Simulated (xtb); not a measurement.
# GFN-FF (ALPB toluene, reference state reference) run of [CH3BF3]− (SMILES [BH3-]C(F)(F)F)

Aim: a structure relaxation of [CH3BF3]−. 

The results are computed with xtb 6.7.1.

4 further runs of the same task are left out: 4 set aside as unsound or not needed.

### Step 1. The structure to begin with

The species is [CH3BF3]− (8 atoms), meant as a singlet with charge -1. As SMILES, `[BH3-]C(F)(F)F`. The shape is that of a GFN2-xTB optimisation. The run starts from this shape.

Bond lengths: B1–C2 1.636 Å, C2–F3 1.375 Å, C2–F4 1.376 Å, C2–F5 1.376 Å, B1–H6 1.206 Å, B1–H7 1.205 Å, B1–H8 1.205 Å. Some angles: B1–C2–F3 115.7°, B1–C2–F4 115.5°, B1–C2–F5 115.6°, F3–C2–F4 102.8°, F3–C2–F5 102.7°, F4–C2–F5 102.7°, C2–B1–H6 107.3°, C2–B1–H7 107.3°, C2–B1–H8 107.1°, H6–B1–H7 111.6°.

### Step 2. A geometry optimisation at GFN-FF (ALPB toluene, reference state reference)

mol.coord

```
$coord
     -1.383374009532      0.308365509016      0.963325686550  b
      1.113521118936     -0.247818683983     -0.772935779494  c
      3.381362543838     -0.285197466729      0.496072004976  f
      1.120286338462     -2.525108739509     -2.027940693381  f
      1.555017833432      1.461060650516     -2.682995357221  f
     -1.503258234879     -1.345239336337      2.525770143652  h
     -1.095852179670      2.353030278600      1.925630920994  h
     -3.187703410586      0.280907788426     -0.426908028814  h
$end
```

On the command line:

```
$ xtb mol.coord --alpb toluene reference --cma -c -1 -u 0 --opt sloppy --gff | tee run.log
```

**Question.** What will come out? Wanted: steric energy; dispersion energy; solvent term in the energy.

Computed results:

Level: GFN-FF (ALPB toluene, reference state reference).

| quantity | value |
| --- | --- |
| steric energy (arbitrary zero) | -2.04893 Eh |
| dispersion energy | -6.34 kJ/mol |
| solvent term in the energy | -182.8 kJ/mol |

**Reading.** At the final geometry: Bond lengths: B1–C2 1.613 Å, C2–F3 1.348 Å, C2–F4 1.348 Å, C2–F5 1.348 Å, B1–H6 1.177 Å, B1–H7 1.177 Å, B1–H8 1.177 Å. Some angles: B1–C2–F3 105.0°, B1–C2–F4 105.0°, B1–C2–F5 105.0°, F3–C2–F4 113.5°, F3–C2–F5 113.5°, F4–C2–F5 113.6°, C2–B1–H6 110.4°, C2–B1–H7 110.4°, C2–B1–H8 110.4°, H6–B1–H7 108.5°. The optimisation took 6 steps and changed the energy by -0.542 eV.
